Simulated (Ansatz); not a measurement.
**C₂H₇BN₂Si: a ladder of functionals and wavefunction methods**

One table from this session's results is given with a row withheld; the runs are named, their logs left out.

Computed with Ansatz 0.2.0, Gaussian basis. Level: functionals in def2-TZVPP, the program's frozen cores in correlated methods.

Levels to be run: PBE-D4, r2SCAN-D4, PBE0-D4, B3LYP-D4, ωB97X-V, ωB97M-V, B2PLYP; CCSD(T)/def2-TZVPP; MP2/def2-QZVPP; extrapolation to the limit.

## The geometry

All runs share one geometry, relaxed beforehand with PBE0-D4 in a triple-zeta def2 set.

SMILES `CB[Si]1(N)C=N1`, 13 atoms, charge 0, spin multiplicity 1.

Atoms are counted from 1 here; the program's logs count them from 0.

Bond lengths: C1–B2 1.554 Å, C1–H7 1.094 Å, C1–H8 1.091 Å, C1–H9 1.103 Å, B2–Si3 1.976 Å, B2–H10 1.199 Å, Si3–N4 1.708 Å, Si3–C5 1.794 Å, Si3–N6 1.814 Å, N4–H11 1.006 Å, N4–H12 1.006 Å, C5–N6 1.270 Å, C5–H13 1.094 Å. Angles: B2–C1–H7 113.2°, B2–C1–H8 116.1°, B2–C1–H9 105.0°, H7–C1–H8 109.7°, H7–C1–H9 104.9°, H8–C1–H9 107.0°, C1–B2–Si3 125.0°, C1–B2–H10 119.5°, Si3–B2–H10 115.4°, B2–Si3–N4 117.2°, B2–Si3–C5 120.9°, B2–Si3–N6 118.8°, N4–Si3–C5 118.8°, N4–Si3–N6 118.1°, C5–Si3–N6 41.2°, Si3–N4–H11 120.7°, Si3–N4–H12 122.1°, H11–N4–H12 111.9° and more.

Coordinates:

```xyz
13

C    -0.0808   -2.1265    0.6729
B    -0.2000   -0.6249    1.0533
Si    0.0544    0.8853   -0.1949
N     0.5791    0.5101   -1.7768
C    -0.7395    2.4672    0.1008
N     0.4714    2.5172    0.4800
H    -0.7891   -2.7644    1.2089
H    -0.1132   -2.3563   -0.3933
H     0.9127   -2.4358    1.0400
H    -0.4392   -0.3198    2.1877
H     1.2063   -0.2597   -1.9408
H     0.6466    1.2090   -2.4978
H    -1.4885    3.2639    0.0748
```

Set-up of the first run:

Contents of in.yaml:

```yaml
crystal:
  periodic: [false, false, false]
  atoms:
    - {symbol: C, position_ang: [-0.080765, -2.126527, 0.672916]}
    - {symbol: B, position_ang: [-0.199951, -0.624940, 1.053269]}
    - {symbol: Si, position_ang: [0.054377, 0.885341, -0.194912]}
    - {symbol: N, position_ang: [0.579147, 0.510070, -1.776755]}
    - {symbol: C, position_ang: [-0.739505, 2.467222, 0.100762]}
    - {symbol: N, position_ang: [0.471407, 2.517186, 0.479968]}
    - {symbol: H, position_ang: [-0.789092, -2.764417, 1.208874]}
    - {symbol: H, position_ang: [-0.113216, -2.356341, -0.393334]}
    - {symbol: H, position_ang: [0.912673, -2.435782, 1.040038]}
    - {symbol: H, position_ang: [-0.439151, -0.319791, 2.187667]}
    - {symbol: H, position_ang: [1.206254, -0.259661, -1.940798]}
    - {symbol: H, position_ang: [0.646578, 1.209010, -2.497839]}
    - {symbol: H, position_ang: [-1.488454, 3.263930, 0.074842]}
basis:
  gaussian: {orbitals: def2-TZVPP}
hamiltonian: {xc: pbe, dispersion: d4}
output: {forces: true, orbitals: {seedname: orbitals}}
```

Run with:

```sh
> ansatz run in.yaml --threads 4 --pin off --events-out ev --progress --plain --max-ram 10444MiB
```

Among the steps run: PBE-D4 (GGA); r2SCAN-D4 (meta-GGA); PBE0-D4 (hybrid); B3LYP-D4 (hybrid); ωB97X-V (range-separated); ωB97M-V (range-separated); B2PLYP (double hybrid); CCSD(T) in def2-TZVPP; MP2 in def2-QZVPP.

One table of the session follows, with a row left open; its other results are not shown here.

| method | atomisation energy (kcal/mol) |
| --- | --- |
| PBE-D4 | 1209.5 |
| r2SCAN-D4 | 1178.5 |
| PBE0-D4 | 1182.2 |
| B3LYP-D4 | 1180.1 |
| ωB97X-V | 1179.8 |
| ωB97M-V | 1180.6 |
| B2PLYP | 1164.0 |
| HF/def2-TZVPP | 824.4 |
| MP2/def2-TZVPP | 1155.8 |
| CCSD/def2-TZVPP | 1113.9 |
| CCSD(T)/def2-TZVPP | 1135.0 |
| MP2/CBS | ? |
| CCSD(T)/CBS | 1169.8 |

Q: Estimate the row for MP2/CBS from the others.

**Answer.** atomisation energy (kcal/mol): 1190.6. In the column «atomisation energy (kcal/mol)» it lies between PBE0-D4 (1182.2) and PBE-D4 (1209.5).

Limits of these values: Free atoms (2 C, 1 B, 1 Si, 2 N, 7 H) were run apart at each level; the atomisation energy is their sum less the molecule, without zero-point or spin-orbit terms.
